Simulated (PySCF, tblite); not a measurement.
# C5H8BClF2: geometry, infrared bands and NMR shifts

Aim: predict the infrared bands and NMR shifts of C5H8BClF2 (`FB(Cl)C[C@H]1C[C@H](F)C1`).

Programs: tblite 0.8.0 and PySCF 2.14.0, with density-fitted response routines of our own. Each step states its level of theory. These are calculated values for one molecule in the gas phase, unless marked as measured. Atoms count from 0, in the outputs and in this text.

### 1 The molecule as given

17 atoms, charge 0, multiplicity 1; geometry from: force field or distance geometry start.

Bonds of the start (Å): F0–B1 1.45, B1–Cl2 1.87, B1–C3 1.59, C3–C4 1.50, C4–C5 1.53, C5–C6 1.52, C6–F7 1.37, C6–C8 1.52, C8–C4 1.51, C3–H9 1.11, C3–H10 1.11, C4–H11 1.11, C5–H12 1.11, C5–H13 1.09, C6–H14 1.09, C8–H15 1.10, C8–H16 1.13.

### 2 Optimising the geometry with GFN2-xTB

The job: settings as JSON, then the geometry in Å.

```
{"job": {"kind": "relax", "xc": "GFN2-xTB", "basis": "xTB"}, "charge": 0, "multiplicity": 1}
F      2.135300     1.857500     0.757100
B      2.403700     0.538200     0.208500
Cl     3.742900    -0.478000     1.020200
C      1.187200    -0.143100    -0.558500
C     -0.097700     0.578800    -0.284200
C     -1.314200    -0.015700    -0.995700
C     -1.401900    -0.940200     0.205100
F     -2.669300    -1.231100     0.646000
C     -0.809500     0.216000     0.996500
H      1.184400    -1.218700    -0.290800
H      1.462700    -0.085400    -1.636600
H      0.022900     1.665100    -0.460500
H     -2.170800     0.682100    -0.957300
H     -1.106600    -0.477200    -1.965600
H     -0.714600    -1.785800     0.193900
H     -0.192600    -0.060000     1.863800
H     -1.668900     0.909600     1.248100
```

The run is started by

```console
> OMP_NUM_THREADS=1 python probes_run.py task.json out
```

This one command runs all jobs of the session in turn.

**Question.** This job is followed by: GFN2-xTB harmonic vibrations, gas phase; GIAO PBE0/pcSseg-1 NMR shielding, non-relativistic, gas phase. What will the session give for the following? strongest single infrared mode (GFN2-xTB); zero-point energy (GFN2-xTB); ¹³C shifts against TMS (PBE0/pcSseg-1, means over atoms taken as alike); ¹H shifts against TMS (PBE0/pcSseg-1, means over atoms taken as alike); ¹⁹F shifts against CFCl3 (PBE0/pcSseg-1); ¹¹B shifts against BF3·OEt2 (PBE0/pcSseg-1); ³⁵Cl shifts against HCl (PBE0/pcSseg-1).

The runs gave:

```
                                                               quantity                             value
                              strongest single infrared mode (GFN2-xTB)             1232 cm⁻¹, 207 km/mol
                                           zero-point energy (GFN2-xTB)                     79.4 kcal/mol
¹³C shifts against TMS (PBE0/pcSseg-1, means over atoms taken as alike)        87.6, 39.4, 35.7, 23.0 ppm
 ¹H shifts against TMS (PBE0/pcSseg-1, means over atoms taken as alike)  5.23, 2.65, 2.54, 1.90, 1.44 ppm
                               ¹⁹F shifts against CFCl3 (PBE0/pcSseg-1)                 -17.7, -191.8 ppm
                            ¹¹B shifts against BF3·OEt2 (PBE0/pcSseg-1)                          46.2 ppm
                                ³⁵Cl shifts against HCl (PBE0/pcSseg-1)                           203 ppm
```

**Reading.** The optimisation took 70 steps and gained 1.162 eV; among the close pairs (by a distance rule), B1–Cl2 changed most, from 1.867 to 1.712 Å. No mode is imaginary among the 45: a minimum at this level. The strongest single mode, at 1232 cm⁻¹, is spread over many atoms; the largest shares are those of B1, F0. GFN2-xTB is a fitted tight-binding method: band positions and strengths are rough. Its intensities can rank the bands wrongly. H14 (hydrogen on an sp3 CH bonded to F) lies farthest downfield among hydrogen, at 5.23 ppm; its carbon carries F, an electronegative neighbour. At PBE0/pcSseg-1: Shielding is most anisotropic at Cl2 (span 467 ppm, paramagnetic term -400 ppm).
